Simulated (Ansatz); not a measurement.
# Li2GePbS4: the cost of one run

All numbers below are computed with Ansatz 0.2.0 (DFT PBE, plane waves, PAW, scalar-relativistic, no spin polarisation).

### 1 The structure to begin with

The cell holds 8 atoms (GeLi2PbS4): a = 5.760 Å, b = 6.060 Å, c = 5.320 Å, α = 93.05°, β = 94.84°, γ = 77.24°.

Coordinates:

```
CELL_PARAMETERS angstrom
5.70031 0.35964 -0.74267
0.92313 5.97641 -0.39979
0.23680 0.03178 5.31496
ATOMIC_POSITIONS crystal
Pb 0.20699 0.59252 0.75241
Ge 0.66107 0.77526 0.88342
S 0.16332 0.04200 0.01523
S 0.75280 0.85761 0.39677
S 0.34348 0.15344 0.47158
S 0.01949 0.47267 0.21681
Li 0.62454 0.24222 0.09145
Li 0.86035 0.26428 0.61453
```

### 2 Dynamics

input.yaml

```yaml
crystal:
  lattice:
    - [5.700314, 0.35964, -0.742666]
    - [0.923129, 5.976409, -0.39979]
    - [0.236803, 0.031784, 5.314961]
  atoms:
    - { symbol: Pb, position: [0.206991, 0.59252, 0.752411] }
    - { symbol: Ge, position: [0.661065, 0.775255, 0.883416] }
    - { symbol: S, position: [0.163323, 0.042002, 0.015228] }
    - { symbol: S, position: [0.752799, 0.857608, 0.396768] }
    - { symbol: S, position: [0.343482, 0.153437, 0.471576] }
    - { symbol: S, position: [0.019486, 0.472674, 0.216812] }
    - { symbol: Li, position: [0.624543, 0.242224, 0.091453] }
    - { symbol: Li, position: [0.860349, 0.26428, 0.614527] }
kpoints:
  mp_grid: { grid: [3, 3, 3] }
magnetization:
  spin_polarized: false
scf:
  occupations: { method: fermi_dirac, width: 0.1 }
hamiltonian:
  pseudopotentials: { kind: paw }
  xc: pbe
basis:
  ecutwfc: 420
md:
  timestep: 3.0
  n_steps: 20
  ensemble: nvt_nose_hoover
  temperature: 900.0
  initial_velocities: maxwell_boltzmann
  seed: 515531
```

Run with:

```console
$ ansatz run input.yaml --threads 2 --pin off --max-ram 2560MiB --backend cpu --events-out ev --progress --plain --runs-dir out
```

Q: Estimate wall time and peak memory on 2 threads of an x86-64 CPU, shared host.

About 36 s, with a peak of 0.56 GiB.
